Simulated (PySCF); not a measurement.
# F2GeH4Si: the cost of one run

Computed with PySCF 2.14.0; each step states its level. No surroundings beyond the atoms listed, unless a continuum is named. Atoms count from 0, parts from 1.

## 1. The system as given

Each species was relaxed by itself at PBE0-D3(BJ)/def2-SVPD.

## 2. Reaction energy: wB97M-D3(BJ)/def2-TZVPD

The job: settings as JSON, then the geometry in Å.

```
{"job": {"kind": "react", "xc": "wB97M-D3(BJ)", "basis": "def2-TZVPD"}, "charge": 0, "multiplicity": 1}
-1 FGeH5Si charge 0 multiplicity 1
F      1.564260     0.396770    -1.743510
Ge     0.987250    -0.548750    -0.361410
Si    -1.008330     0.518050     0.397700
H      2.147940    -0.522150     0.649290
H      0.784350    -1.970930    -0.914080
H     -1.431110    -0.132280     1.674680
H     -2.083880     0.359010    -0.622850
H     -0.736370     1.964220     0.637220

-1 F2 charge 0 multiplicity 1
F      0.688950    -0.000060    -0.008000
F     -0.688950     0.000060     0.008000

+1 F2GeH4Si charge 0 multiplicity 1
F     -0.158060    -0.097310    -2.313540
Ge    -0.298410    -0.813640    -0.719630
F     -2.026620    -1.018410    -0.508390
Si     0.444390     0.805400     0.868110
H      0.278300    -2.231330    -0.846740
H      0.243320     0.248980     2.235870
H     -0.372420     2.032330     0.662210
H      1.889360     1.073830     0.621740

+1 FH charge 0 multiplicity 1
F      0.459800    -0.005380    -0.015500
H     -0.459800     0.005380     0.015500
```

Level: wB97M-D3(BJ)/def2-TZVPD reaction energy of separated species, gas phase.

Command:

```bash
OMP_NUM_THREADS=1 python cluster_run.py task.json out
```

The driver reads the jobs from task.json and runs them one after another.

**Question.** How long does this first job take on 1 thread of Arm Neoverse V1, shared host, and how much memory does it need?

About 28 s, with a peak of 0.77 GiB.
